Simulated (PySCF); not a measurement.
# Pt3: other functionals and bases at one geometry

Aim: see how levels, charges and forces of Pt3 depend on the level of theory. It is a constructed species; whether it can be made isn't addressed.

The runs use PySCF 2.14.0; several levels, as the steps say, no spin–orbit coupling.

4 further runs of the same task are left out: 2 for a known fault of the program, 2 that didn't finish.

### Step 1. The starting structure

3 atoms, charge 0, spin multiplicity 3.

Bond lengths: Pt1–Pt2 2.524 Å, Pt1–Pt3 2.524 Å, Pt2–Pt3 2.524 Å. Angles: Pt2–Pt1–Pt3 60.0°, Pt1–Pt2–Pt3 60.0°, Pt1–Pt3–Pt2 60.0°.

Geometry (Å):

```xyz
3
charge 0, multiplicity 3
Pt    1.45743    0.00001    0.00000
Pt   -0.72872    1.26217    0.00000
Pt   -0.72871   -1.26217    0.00000
```

An earlier session relaxed this geometry at BP86, Pt def2-SVP with ECP60 (triplet, point group D3h).

At BP86 on the finer grid: E = -358.435338 Eh, HOMO -5.09 eV, LUMO -4.96 eV (over both spins), ⟨S²⟩ = 2.020, Mulliken charge on Pt1 -0.00 e, largest force component 0.017 eV/Å. 

Levels to run: BLYP; HF; PBE0; TPSS; BP86, TZVP. Hardware: 2 threads of AMD EPYC 7B13 (Zen 3), shared host.

### Step 2. BLYP

The input, run.py (the lines that set the calculation):

```python
mol = gto.M(atom='''
Pt     1.45743     0.00001     0.00000
Pt    -0.72872     1.26217     0.00000
Pt    -0.72871    -1.26217     0.00000''',
    basis={'Pt': 'def2-SVP'},
    ecp={'Pt': 'def2-SVP'},
    charge=0, spin=2)
mf = dft.UKS(mol, xc='BLYP')
mf.grids.atom_grid = (75, 302)
mf = mf.density_fit()  # fitting sets: Pt def2-universal-JKFIT
mf.conv_tol = 1e-08; mf.max_cycle = 55
mf.kernel(dm0)  # dm0: the density of the relaxed state
```

On the command line:

```bash
$ OMP_NUM_THREADS=2 python run.py
```

### Step 3. HF

Edit run.py (the lines that set the calculation) of step 2 so:

```diff
@@ -7,4 +7,3 @@
     charge=0, spin=2)
-mf = dft.UKS(mol, xc='BLYP')
-mf.grids.atom_grid = (75, 302)
+mf = scf.UHF(mol)
 mf = mf.density_fit()  # fitting sets: Pt def2-universal-JKFIT
```

### Step 4. PBE0

Edit run.py (the lines that set the calculation) of step 3 so:

```diff
@@ -7,3 +7,4 @@
     charge=0, spin=2)
-mf = scf.UHF(mol)
+mf = dft.UKS(mol, xc='PBE0')
+mf.grids.atom_grid = (75, 302)
 mf = mf.density_fit()  # fitting sets: Pt def2-universal-JKFIT
```

### Step 5. TPSS

Edit run.py (the lines that set the calculation) of step 4 so:

```diff
@@ -7,3 +7,3 @@
     charge=0, spin=2)
-mf = dft.UKS(mol, xc='PBE0')
+mf = dft.UKS(mol, xc='TPSS')
 mf.grids.atom_grid = (75, 302)
```

### Step 6. BP86, TZVP

Basis: Pt def2-TZVP with ECP60. 

The input, run.py (the lines that set the calculation):

```python
mol = gto.M(atom='''
Pt     1.45743     0.00001     0.00000
Pt    -0.72872     1.26217     0.00000
Pt    -0.72871    -1.26217     0.00000''',
    basis={'Pt': 'def2-TZVP'},
    ecp={'Pt': 'def2-TZVP'},
    charge=0, spin=2)
mf = dft.UKS(mol, xc='B88,P86')
mf.grids.atom_grid = (75, 302)
mf = mf.density_fit()  # fitting sets: Pt def2-universal-JKFIT
mf.conv_tol = 1e-08; mf.max_cycle = 55
mf.kernel(dm0)  # dm0: free metal ions and neutral atoms
```

Q: Predict the outcome of this session. Wanted: for each run, HOMO; gap; charge on Pt1; dipole; largest force.

The runs gave:

| level | state | HOMO (eV) | gap (eV) | charge on Pt1 (e) | dipole (D) | largest force (eV/Å) | basis functions | time |
| --- | --- | --- | --- | --- | --- | --- | --- | --- |
| BP86 (relaxed here) | triplet | -5.09 | 0.14 | 0.00 | 0.00 | 0.02 | 96 | 15 s |
| BLYP | triplet | -4.82 | 0.15 | 0.00 | 0.00 | 0.57 | 96 | 6.2 s |
| HF | triplet | -7.25 | 6.89 | 0.00 | 0.00 | 0.32 | 96 | 3.9 s |
| PBE0 | triplet | -5.92 | 1.96 | 0.00 | 0.00 | 0.40 | 96 | 5.3 s |
| TPSS | triplet | -4.86 | 0.23 | 0.00 | 0.00 | 0.20 | 96 | 7.3 s |
| BP86, TZVP | triplet | -5.06 | 0.14 | 0.00 | 0.00 | 0.37 | 120 | 48 s |

Times are on 2 threads of AMD EPYC 7B13 (Zen 3), shared host; the first row also made further properties.

In one basis the HOMO–LUMO gap runs from 0.14 eV (BP86) to 6.89 eV (HF). The largest leftover force, 0.57 eV/Å with BLYP, stands at a geometry relaxed at another level. Total energies of different levels can't be compared. Spin–orbit coupling is left out throughout.
